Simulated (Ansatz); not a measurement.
# Hf: stress in a strained cell

Aim: deform Hf (zz strain of +2 %) and compute stress, forces and field gradients with LAPW, PAW and all-electron datasets made for the crystal.

Method: DFT PBEsol, scalar-relativistic, in Ansatz 0.2.0.

2 further runs of the same task are left out: 2 set aside as unsound or not needed.

### Step 1. The starting structure

It takes space group Im-3m (No. 229, cubic). Conventional cell: a = 3.610 Å, b = 3.610 Å, c = 3.610 Å, α = 90.00°, β = 90.00°, γ = 90.00°. Hf (site symmetry m-3m) is surrounded by 8 Hf at 3.13 Å.

Structure file:

```
CELL_PARAMETERS angstrom
-1.80500 1.80500 1.80500
1.80500 -1.80500 1.80500
1.80500 1.80500 -1.80500
ATOMIC_POSITIONS crystal
Hf 0.00000 0.00000 0.00000
```

### Step 2. After the deformation

Space group Im-3m before, I4/mmm after.

### Step 3. Full-potential LAPW

input.yaml reads:

```yaml
crystal:
  lattice:
    - [-1.805, 1.805, 1.8411]
    - [1.805, -1.805, 1.8411]
    - [1.805, 1.805, -1.8411]
  atoms:
    - { symbol: Hf, position: [0.0, 0.0, 0.0] }
kpoints:
  mp_grid: { grid: [14, 14, 14] }
  band_path:
    path:
      - [0.0, 0.0, 0.0]
      - [0.0, 0.0, 0.5]
      - [0.25, 0.25, 0.25]
      - [0.0, 0.5, 0.0]
      - [0.0, 0.0, 0.0]
      - [0.5, 0.5, -0.5]
      - [0.4902921953, 0.5097078047, -0.4902921953]
      - [-0.4902921953, 0.4902921953, 0.4902921953]
      - [0.0, 0.0, 0.0]
    npoints: 5
scf:
  occupations: { method: fermi_dirac, width: 0.05 }
hamiltonian:
  xc: pbesol
  pseudopotentials: { kind: all_electron, lapw: { basis_error: 0.0005 } }
output:
  forces: true
  stress: true
  eigenvalues: true
```

The run is started by

```bash
> ansatz run input.yaml --threads 1 --pin off --max-ram 3072MiB --backend cpu --events-out ev --progress --plain --runs-dir out
```

### Step 4. PAW with frozen cores

input.yaml reads:

```yaml
crystal:
  lattice:
    - [-1.805, 1.805, 1.8411]
    - [1.805, -1.805, 1.8411]
    - [1.805, 1.805, -1.8411]
  atoms:
    - { symbol: Hf, position: [0.0, 0.0, 0.0] }
kpoints:
  mp_grid: { grid: [14, 14, 14] }
scf:
  occupations: { method: fermi_dirac, width: 0.05 }
hamiltonian:
  xc: pbesol
  pseudopotentials: { kind: paw }
output:
  forces: true
  stress: true
  eigenvalues: true
  efg: { contact_densities: true }
```

### Step 5. All-electron PAW on datasets made for the crystal

Edit input.yaml of step 4 so:

```diff
@@ -13,3 +13,3 @@
   xc: pbesol
-  pseudopotentials: { kind: paw }
+  pseudopotentials: { kind: all_electron, datasets: crystal }
 output:
```

(Steps that only read results are left out.)

Q: Predict the outcome of this session. Wanted: pressure; largest shear or deviatoric stress.

The runs gave:

| quantity | value |
| --- | --- |
| pressure | LAPW -10.43, PAW -10.45, crystal datasets -10.43 GPa |
| largest shear or deviatoric stress (LAPW) | 0.69 GPa |

**Reading.** Against the undeformed cell the largest change of stress is -1.77 GPa, in the xx component (others tie with it). PAW: stress within 0.02 GPa of LAPW. Crystal datasets: stress within 0.01 GPa of LAPW. Spin-orbit coupling is left out, though the cell holds Hf; in elements this heavy it can shift bands and gaps by tenths of an eV.
